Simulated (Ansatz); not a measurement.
# H6N2OSi: the cost of one run

Method: RKS BHLYP/STO-3G, in Ansatz 0.2.0.

1 further run of the same task is left out (for a known fault of the program).

## Step 1: Starting point

Bond lengths: Si1–N2 1.820 Å, N2–H3 1.060 Å, N2–H4 1.060 Å, Si1–H5 1.460 Å, Si1–O6 1.679 Å, O6–H7 1.010 Å, Si1–N8 1.819 Å, N8–H9 1.060 Å, N8–H10 1.060 Å. Angles: Si1–N2–H3 120.0°, Si1–N2–H4 120.0°, H3–N2–H4 120.0°, N2–Si1–H5 109.5°, N2–Si1–O6 109.5°, N2–Si1–N8 109.5°, H5–Si1–O6 109.5°, H5–Si1–N8 109.5°, O6–Si1–N8 109.5°, Si1–O6–H7 109.5°, Si1–N8–H9 120.0°, Si1–N8–H10 120.0°, H9–N8–H10 120.0°.

Coordinates:

```xyz
10

Si    0.0000    0.0000    0.0000
N     0.0000    0.0000    1.8200
H    -0.8770   -0.2713    2.3500
H     0.8770    0.2713    2.3500
H     1.3768    0.0000   -0.4862
O    -0.7913    1.3709   -0.5594
H    -1.7491    1.1401   -0.7818
N    -0.8572   -1.4851   -0.6061
H    -1.3922   -2.1014    0.0704
H    -0.8219   -1.7344   -1.6357
```

## Step 2: Relaxing the start

input.yaml reads:

```yaml
crystal:
  periodic: [false, false, false]
  atoms:
    - { symbol: Si, position_ang: [0.0, 0.0, 0.0] }
    - { symbol: "N", position_ang: [0.0, 0.0, 1.82] }
    - { symbol: H, position_ang: [-0.877, -0.2713, 2.35] }
    - { symbol: H, position_ang: [0.877, 0.2713, 2.35] }
    - { symbol: H, position_ang: [1.3768, 0.0, -0.4862] }
    - { symbol: O, position_ang: [-0.7913, 1.3709, -0.5594] }
    - { symbol: H, position_ang: [-1.7491, 1.1401, -0.7818] }
    - { symbol: "N", position_ang: [-0.8572, -1.4851, -0.6061] }
    - { symbol: H, position_ang: [-1.3922, -2.1014, 0.0704] }
    - { symbol: H, position_ang: [-0.8219, -1.7344, -1.6357] }
basis:
  gaussian: { orbitals: STO-3G }
hamiltonian:
  xc: { name: BHLYP }
relax:
  f_tol: 0.02
  max_steps: 40
```

Launch:

```console
$ ansatz run input.yaml --threads 1 --pin off --max-ram 2048MiB --backend cpu --events-out ev --progress --plain --runs-dir out
```

What time and memory should one allow on 1 thread of Intel Xeon Platinum 8488C (Sapphire Rapids), shared host?

About 15 s, with a peak of 0.14 GiB.
